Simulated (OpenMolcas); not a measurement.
**Ta²⁺: CASSCF and CASPT2 terms and fine-structure levels**

Aim: the low terms and levels of Ta²⁺, with their order and spacing, then second-order correlation under several settings.

Method: state-averaged CASSCF and CASPT2, spin-orbit coupling by RASSI with atomic mean-field integrals. Code: OpenMolcas 26.06.

## (1) The atom as given

* Species: Ta²⁺ (tantalum, Z = 73, 71 electrons)
* Basis: ANO-RCC-VTZP [8s7p5d3f2g1h], 104 functions
* Scalar Hamiltonian: DKH2, point nucleus
* Inactive shells: 1s 2s 2p 3s 3p 3d 4s 4p 4d 4f 5s 5p
* Active space: 3 electrons in 10 orbitals (5d 6d)
* Some configurations of this space: 5d³
* Orbitals: optimised for each spin and parity, averaged over all roots

Outer shells as boxes (Hund's rule):

5d3
```
5d [↑ ][↑ ][↑ ][  ][  ]
```

Each step is its own input file, run in one work folder so that later steps find the files of earlier ones. Labels, J, g values, rates, χT and fits are worked out afterwards by a script from the matrices that RASSI stores.

## (2) One- and two-electron integrals

Input file a.inp:

```
&GATEWAY
Coord
1

Ta 0.0 0.0 0.0
Basis=ANO-RCC-VTZP
Group=XYZ
NoMove
AngMom=0.0 0.0 0.0
AMFI
&SEWARD
```

## (3) Start orbitals from a smaller active space

Input file a.inp:

```
&RASSCF
FileOrb=start.orb
Symmetry=1
Spin=4
nActEl=3 0 0
Inactive=15 19
Ras2=5 0
CIRoot=10 10 1
SDav=10
CIMx=300
Iter=120 100
PrWF=0.3
OrbListing=Nothing
MaxOrb=0
Atom
>>> COPY $Project.JobIph JOBPRE
```

## (4) CASSCF: quartets of even parity, 10 roots

Input file a.inp:

```
&RASSCF
FileOrb=start.orb
Symmetry=1
Spin=4
nActEl=3 0 0
Inactive=15 19
Ras2=10 0
CIRoot=10 10 1
SDav=120
CIMx=300
Iter=120 100
PrWF=0.3
OrbListing=Nothing
MaxOrb=0
Atom
>>> COPY $Project.JobIph JOB001
```

## (5) CASSCF: doublets of even parity, 40 roots

Input file a.inp:

```
&RASSCF
FileOrb=start.orb
Symmetry=1
Spin=2
nActEl=3 0 0
Inactive=15 19
Ras2=10 0
CIRoot=40 40 1
SDav=330
CIMx=300
Iter=120 100
PrWF=0.3
OrbListing=Nothing
MaxOrb=0
Atom
>>> COPY $Project.JobIph JOB002
```

## (6) RASSI: spin-orbit coupling between the states

Input file a.inp:

```
&RASSI
NrOfJobIphs=2 10 40
1 2 3 4 5 6 7 8 9 10
1 2 3 4 5 6 7 8 9 10 11 12 13 14 15 16 17 18 19 20 21 22 23 24 25 26 27
28 29 30 31 32 33 34 35 36 37 38 39 40
IphNames
JOB001
JOB002
EJob
SpinOrbit
DIPRint=1.0
SOCoupling=1000.0
Subsets=2
MEES
Property=10
'ANGMOM' 1 'ANGMOM' 2 'ANGMOM' 3 'MLTPL  1' 1 'MLTPL  1' 2 'MLTPL  1' 3
'AMFI' 1 'AMFI' 2 'AMFI' 3 'MLTPL  2' 6
SOProperty=3
'ANGMOM' 1 'ANGMOM' 2 'ANGMOM' 3
```

## (7) CASPT2: IPEA 0.25, imaginary shift 0.1 (closed shells correlated: 5s 5p)

Input file a.inp:

```
>>> COPY JOB001 $Project.JobIph
&CASPT2
Multistate=10 1 2 3 4 5 6 7 8 9 10
Frozen=14 16
IPEA=0.25
Imaginary=0.1
MaxIter=60
WThr=0.0 0.3 0.05
PrWF=0.5
NoMix
>>> COPY JOB002 $Project.JobIph
&CASPT2
Multistate=40 1 2 3 4 5 6 7 8 9 10 11 12 13 14 15 16 17 18 19 20 21 22
23 24 25 26 27 28 29 30 31 32 33 34 35 36 37 38 39 40
Frozen=14 16
IPEA=0.25
Imaginary=0.1
MaxIter=60
WThr=0.0 0.3 0.05
PrWF=0.5
NoMix
```

## (8) CASPT2: IPEA 0, imaginary shift 0.1 (closed shells correlated: 5s 5p)

Edit a.inp of step 7 so:

```diff
@@ -4,3 +4,3 @@
 Frozen=14 16
-IPEA=0.25
+IPEA=0.0
 Imaginary=0.1
@@ -15,3 +15,3 @@
 Frozen=14 16
-IPEA=0.25
+IPEA=0.0
 Imaginary=0.1
```

## (9) CASPT2: IPEA 0.25, imaginary shift 0.1 (closed shells correlated: 5s 5p), extended multistate

Input file a.inp:

```
>>> COPY JOB001 $Project.JobIph
&CASPT2
XMultistate=10 1 2 3 4 5 6 7 8 9 10
Frozen=14 16
IPEA=0.25
Imaginary=0.1
MaxIter=60
WThr=0.0 0.3 0.05
PrWF=0.5
NoMix
>>> COPY JOB002 $Project.JobIph
&CASPT2
XMultistate=40 1 2 3 4 5 6 7 8 9 10 11 12 13 14 15 16 17 18 19 20 21 22
23 24 25 26 27 28 29 30 31 32 33 34 35 36 37 38 39 40
Frozen=14 16
IPEA=0.25
Imaginary=0.1
MaxIter=60
WThr=0.0 0.3 0.05
PrWF=0.5
NoMix
```

(Steps that only read results are left out.)

What does the calculation give? Wanted: lowest level; first excited level; lowest level of another term; spin-orbit lowering of the lowest level; strongest of the lines computed, by gA.

The runs gave:

```
                                                                                   quantity                                                                        value
                                                                                     method  SS-CASPT2, IPEA 0.25, imaginary shift 0.1 (closed shells correlated: 5s 5p)
                                                                               lowest level                                     5d³ ⁴F_3/2, 89 % of that term, g = 0.448
                                                                ground level listed by NIST                                                                        4F3/2
                                                                        first excited level                                                       5d³ ⁴F_5/2 at 0.319 eV
                                                               lowest level of another term                                                       5d³ ²P_3/2 at 1.067 eV
                                                    spin-orbit lowering of the lowest level                                                                    0.6884 eV
strongest of the lines computed, by gA (one parity, so forbidden lines), at CASSCF energies                       5d³ ²D_3/2(2) → 5d³ ²G_7/2, 346.8 nm, A = 1.50e+01 s⁻¹
```

What each method costs and misses:

| method | time of its own steps | time with the reference | mean absolute difference from method B (cm-1) |
| --- | --- | --- | --- |
| A. CASSCF | 26 s | 26 s | 2300 |
| B. SS-CASPT2, IPEA 0.25, imaginary shift 0.1, +5s 5p | 6.2 min | 6.6 min | 0 |
| C. SS-CASPT2, IPEA 0, imaginary shift 0.1, +5s 5p | 6.1 min | 6.5 min | 140 |
| D. XMS-CASPT2, IPEA 0.25, imaginary shift 0.1, +5s 5p | 5.8 min | 6.2 min | 190 |

Times are of one thread on a shared host.

The multiplet ⁴F is regular; its intervals divided by the larger J differ by 75 % of their mean, where Landé's rule for pure LS coupling makes them equal. Second-order correlation (method B) scales the levels of the lowest configuration above 5000 cm⁻¹ by 0.85 to 1.00. Only the configurations of the active space and the roots asked for are present. Not all states of the active space went into the spin-orbit step. CASPT2 does not keep the components of a term degenerate, and the means are used. The levels of the extra active shells were not computed. Levels of other configurations are missing from the list.
